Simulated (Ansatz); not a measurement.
Run this with Ansatz 0.2.0 through its Python package and show what comes out.

Script `b2brh7p2_bde.py`:
```python
# -*- coding: utf-8 -*-
"""Cost of removing each kind of hydrogen from B2BrH7P2, fragments frozen."""

import ansatz as az
from ase import Atoms


def total_energy(molecule, charge=0, unpaired=0):
    calc = (
        molecule.calculation()
        .basis(gaussian="def2-SVPD")
        .functional("PBE", dispersion="d3bj")
    )
    if charge:
        calc = calc.charge(charge)
    if unpaired:
        calc = calc.spin("collinear", total=unpaired)
    return calc.run(threads=1, backend="cpu").report["free_energy_ev"]

def without(molecule, index):
    rest = az.Crystal.molecule()
    for i, site in enumerate(molecule.cartesian_sites):
        if i != index:
            rest = rest.atom(site.symbol, site.position_ang)
    return rest


def main():
    atoms = Atoms(["Br", "B", "P", "B", "P", "H", "H", "H", "H", "H", "H", "H"], positions=[
        (-1.5098, -1.7976, -1.5487),
        (-0.6917, -0.9754, 0.0935),
        (1.1845, -0.8097, -0.1024),
        (0.7457, 1.0286, 0.0207),
        (-1.131, 0.8627, 0.2139),
        (-0.9781, -1.5606, 1.0907),
        (1.8992, -1.2813, 1.0146),
        (1.6534, -1.1792, -1.3772),
        (1.2353, 1.5236, 0.9872),
        (1.0247, 1.6049, -0.9837),
        (-1.5885, 1.2376, 1.4911),
        (-1.8436, 1.3464, -0.8995),
    ])
    mol = az.Crystal.molecule_from_ase(atoms)

    whole = total_energy(mol, 0)
    hydrogen = total_energy(az.Crystal.molecule().atom("H", (0, 0, 0)), 0, 1)
    print(f"E(molecule) = {whole:.5f} eV, E(H) = {hydrogen:.5f} eV")
    for index in [5, 11, 9]:
        radical = total_energy(without(mol, index), 0, 1)
        print(f"H{index}: homolysis {23.060548 * (radical + hydrogen - whole):.1f} kcal/mol")


if __name__ == "__main__":
    main()
```

Running `python b2brh7p2_bde.py` prints:
```text
E(molecule) = -90054.56394 eV, E(H) = -13.56840 eV
H5: homolysis 92.2 kcal/mol
H11: homolysis 90.2 kcal/mol
H9: homolysis 94.3 kcal/mol
```

Reading the output:
- Total energies depend on the basis set; only differences at equal settings carry meaning.
- The geometry is a force-field or estimated start, not a minimum of this method, and the basis set is short of its limit. All parts are taken at fixed geometry, without zero-point energy.
- This functional overbinds, so such energies come out a few per cent too high (LDA far more).
- The spin-orbit lowering of heavy atoms is left out.
- The whole script took 57 s on 1 thread of Arm Neoverse V2 (shared host), peak memory 0.45 GiB.

(A comment or docstring line of the script was reworded after the run, the code is as it ran; lines on the test bed's own set-up are left out of the output.)
